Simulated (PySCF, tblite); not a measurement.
# C₆H₅B₂F: geometry, infrared bands and NMR shifts

What infrared bands and NMR shifts should C₆H₅B₂F (`C#CB1C=CBC=C1F`) show?

The runs use tblite 0.8.0 and PySCF 2.14.0, with density-fitted response routines of our own; the level of theory stands in each step. All values are computed, except where a source is named. Atoms are numbered from 0 throughout.

**1. Starting geometry**

14 atoms, charge 0, multiplicity 1; geometry from: force field or distance geometry start.

Bonds of the start (Å): C0–C1 1.22, C1–B2 1.52, B2–C3 1.58, C3–C4 1.35, C4–B5 1.58, B5–C6 1.59, C6–C7 1.35, C7–F8 1.35, C7–B2 1.59, C0–H9 1.05, C3–H10 1.09, C4–H11 1.09, B5–H12 1.18, C6–H13 1.08.

**2. Geometry optimisation with GFN2-xTB**

What the job is given:

```
{"job": {"kind": "relax", "xc": "GFN2-xTB", "basis": "xTB"}, "charge": 0, "multiplicity": 1}
C      3.523500     0.041000    -0.070700
C      2.305200     0.028800    -0.056900
B      0.784700    -0.004100    -0.014800
C     -0.020300    -1.347400    -0.197700
C     -1.365100    -1.381700    -0.156800
B     -2.209100    -0.059000     0.034000
C     -1.407900     1.298400     0.203800
C     -0.057200     1.329300     0.187500
F      0.590700     2.505700     0.334800
H      4.568600     0.059900    -0.085300
H      0.529500    -2.280700    -0.330500
H     -1.891400    -2.326000    -0.282200
H     -3.389800    -0.079700     0.068500
H     -1.962100     2.214900     0.344200
```

Started as:

```console
OMP_NUM_THREADS=1 python probes_run.py task.json out
```

This one command runs all jobs of the session in turn.

**Question.** This job is followed by: GFN2-xTB harmonic vibrations, gas phase; GIAO PBE0/pcSseg-1 NMR shielding, non-relativistic, gas phase. Predict these results of the whole session: strongest single infrared mode (GFN2-xTB); zero-point energy (GFN2-xTB); 13C shifts against TMS (PBE0/pcSseg-1); 1H shifts against TMS (PBE0/pcSseg-1); 11B shifts against BF3·OEt2 (PBE0/pcSseg-1); 19F shifts against CFCl3 (PBE0/pcSseg-1).

The runs gave:

| quantity | value |
| --- | --- |
| strongest single infrared mode (GFN2-xTB) | 2647 cm⁻¹, 185 km/mol |
| zero-point energy (GFN2-xTB) | 56.4 kcal/mol |
| 13C shifts against TMS (PBE0/pcSseg-1) | 196.7, 163.3, 161.1, 139.2, 132.6, 101.6 ppm |
| 1H shifts against TMS (PBE0/pcSseg-1) | 7.69, 7.21, 6.76, 6.52, 4.74 ppm |
| 11B shifts against BF3·OEt2 (PBE0/pcSseg-1) | 63.1, 44.1 ppm |
| 19F shifts against CFCl3 (PBE0/pcSseg-1) | -56.5 ppm |

In words: The optimisation took 29 steps and gained 0.073 eV; among the close pairs (by a distance rule), B5–C6 changed most, from 1.585 to 1.547 Å. The lowest mode is imaginary (27i cm⁻¹), so the xTB geometry is not a minimum. The strongest single mode, at 2647 cm⁻¹, moves mainly H12. GFN2-xTB is a fitted tight-binding method: band positions and strengths are rough. Its intensities can rank the bands wrongly. NICS(1)zz of 17 ppm above the planar ring from B2 marks a paratropic (antiaromatic) ring current.
